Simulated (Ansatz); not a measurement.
# F3H3Si2: the cost of one run

All numbers below are computed with Ansatz 0.2.0 (RKS B3LYP/6-31G*).

## 1. The starting structure

Bond lengths: Si1–Si2 2.220 Å, Si2–H3 1.460 Å, Si2–H4 1.460 Å, Si2–H5 1.460 Å, Si1–F6 1.590 Å, Si1–F7 1.589 Å, Si1–F8 1.589 Å. Angles: Si1–Si2–H3 109.5°, Si1–Si2–H4 109.5°, Si1–Si2–H5 109.5°, H3–Si2–H4 109.4°, H3–Si2–H5 109.4°, H4–Si2–H5 109.4°, Si2–Si1–F6 109.5°, Si2–Si1–F7 109.5°, Si2–Si1–F8 109.5°, F6–Si1–F7 109.5°, F6–Si1–F8 109.5°, F7–Si1–F8 109.5°.

As a file:

```xyz
8

Si    0.0000    0.0000    0.0000
Si    0.0000    0.0000    2.2200
H    -1.3148   -0.4067    2.7074
H     1.0096   -0.9353    2.7074
H     0.3052    1.3420    2.7074
F     1.4994    0.0000   -0.5295
F    -0.7489    1.2974   -0.5295
F    -0.7489   -1.2974   -0.5295
```

## 2. Preparing the start

input.yaml

```yaml
crystal:
  periodic: [false, false, false]
  atoms:
    - { symbol: Si, position_ang: [0.0, 0.0, 0.0] }
    - { symbol: Si, position_ang: [0.0, 0.0, 2.22] }
    - { symbol: H, position_ang: [-1.3148, -0.4067, 2.7074] }
    - { symbol: H, position_ang: [1.0096, -0.9353, 2.7074] }
    - { symbol: H, position_ang: [0.3052, 1.342, 2.7074] }
    - { symbol: F, position_ang: [1.4994, 0.0, -0.5295] }
    - { symbol: F, position_ang: [-0.7489, 1.2974, -0.5295] }
    - { symbol: F, position_ang: [-0.7489, -1.2974, -0.5295] }
basis:
  gaussian: { orbitals: "6-31G*" }
hamiltonian:
  xc: b3lyp
relax:
  f_tol: 0.02
  max_steps: 40
```

The run is started by

```sh
> ansatz run input.yaml --threads 1 --pin off --max-ram 2048MiB --backend cpu --events-out ev --progress --plain --runs-dir out
```

**Question.** How long does this run take on 1 thread of AMD EPYC 7R43 (Zen 3), shared host, and how much memory does it need?

About 25 s, with a peak of 0.19 GiB.
